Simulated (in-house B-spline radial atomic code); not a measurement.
# Nb⁵⁺: excited configurations

Aim: the energies of several excited configurations of Nb⁵⁺ above a reference configuration, each from its own self-consistent run.

Program: in-house B-spline radial atomic code version 1. Level of theory: non-relativistic Hartree-Fock, average of configuration, point nucleus, basis-set limit. These are calculated values, not measurements, unless marked.

## 1. The system

```
element       : niobium (Z = 41)
charge        : +5
electrons     : 36
configuration : [Ar] 3d10 4s2 4p6
Hamiltonian   : non-relativistic
nucleus       : point
```

Outer shells as boxes (Hund's rule):

[Ar] 3d10 4s2 4p6
```
[Ar] core
3d [↑↓][↑↓][↑↓][↑↓][↑↓]
4s [↑↓]
4p [↑↓][↑↓][↑↓]
```

The run's settings:

```ini
Z = 41
electrons = 36.0
configuration = [Ar] 3d10 4s2 4p6
hamiltonian = nr
method = hf
spin_polarised = False
```

The reference is known from an earlier run: -3748.793740 hartree in all. Up to eight levels, counted from the top:

| orbital | occupation | energy (eV) | <r> (bohr) |
| --- | --- | --- | --- |
| 1s | 2 | -18717.4 | 0.03719 |
| 2s | 2 | -2705.06 | 0.1625 |
| 2p | 6 | -2483.19 | 0.1398 |
| 3s | 2 | -534.75 | 0.4513 |
| 3p | 6 | -448.62 | 0.4478 |
| 3d | 10 | -291.91 | 0.4303 |
| 4s | 2 | -130.42 | 1.153 |
| 4p | 6 | -101.95 | 1.243 |

## 2. Run with [Ne] 3s2 3p5 3d10 4s2 4p5 4f1 6g1

The run's settings:

```ini
Z = 41
electrons = 36.0
configuration = [Ne] 3s2 3p5 3d10 4s2 4p5 4f1 6g1
hamiltonian = nr
method = hf
spin_polarised = False
```

## 3. Run with [Ar] 3d10 4s1 4p5 5s1 5g1

The run's settings:

```ini
Z = 41
electrons = 36.0
configuration = [Ar] 3d10 4s1 4p5 5s1 5g1
hamiltonian = nr
method = hf
spin_polarised = False
```

**Question.** How far above the reference does each configuration lie (order and size, in eV)?

As calculated:

| net move | configuration | energy above the reference (eV) | largest <r> (bohr) |
| --- | --- | --- | --- |
| 4p, 4s → 5g, 5s | [Ar] 3d10 4s1 4p5 5s1 5g1 | 166.37 | 4.45 |
| 3p, 4p → 4f, 6g | [Ne] 3s2 3p5 3d10 4s2 4p5 4f1 6g1 | 502.74 | 7.18 |

What this shows: The lowest of them is 4p, 4s → 5g, 5s at 166.37 eV and the highest 3p, 4p → 4f, 6g at 502.74 eV. 2 of them lie more than 2 % above the ionisation threshold that Koopmans' theorem gives (101.95 eV), where such states can decay by emitting an electron. Two partly filled shells share a symmetry and can mix in the average, which may lower the energy, for: 4p, 4s → 5g, 5s; 3p, 4p → 4f, 6g. These are averages over configurations, without correlation, not spectroscopic levels.
